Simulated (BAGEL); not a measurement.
# A BAGEL job on TlF (SMILES [F][Tl])

Aim: energy and forces of TlF.

The calculation is run with BAGEL 1.2.2.

6 further runs of the same task are left out: 2 that didn't finish, 4 set aside as unsound or not needed.

## 1. The structure to begin with

The species is TlF (2 atoms), meant as a singlet with charge 0. SMILES: `[F][Tl]`. The bond length is the measured one.

Bond lengths: F1–Tl2 2.084 Å.

## 2. The run

input.json reads:

```json
{ "bagel" : [

{
  "title" : "molecule",
  "basis" : "ano-rcc-vdz.json",
  "geometry" : [
    { "atom" : "F", "xyz" : [     0.00000000,     0.00000000,     0.00000000 ] },
    { "atom" : "Tl", "xyz" : [     0.00000000,     0.00000000,     3.93901694 ] }
  ]
},

{ "title" : "hf" },

{
  "title" : "force",
  "target" : 1,
  "method" : [
    {
      "title" : "casscf",
      "nstate" : 2,
      "nact" : 2,
      "nclosed" : 44,
      "active" : [43, 47],
      "maxiter" : 200,
      "natocc" : "true"
    }
  ]
}

]}
```

The run is started by

```console
$ BAGEL_NUM_THREADS=1 BAGEL input.json > input.out
```

Standard output:

```text
* using 1 threads per process

  ===============================================================
  ===============================================================

  *** Geometry ***

  { "atom" : "F", "xyz" : [      0.000000,      0.000000,      0.000000 ] },
  { "atom" : "Tl", "xyz" : [      0.000000,      0.000000,      3.939017 ] },

  Number of basis functions:       56
  Number of electrons      :       90

    * METHOD: MOLECULE                             0.00

  ERROR: EXCEPTION RAISED:  It seems that DF basis was not specified in molecule block
```

Wall time 0.16 s (1 thread of Arm Neoverse V2, shared host).

## 3. Reading the log

The program refused the input.

The log says `ERROR: EXCEPTION RAISED:  It seems that DF basis was not specified in molecule block`. What is wrong: no fitting set is given.
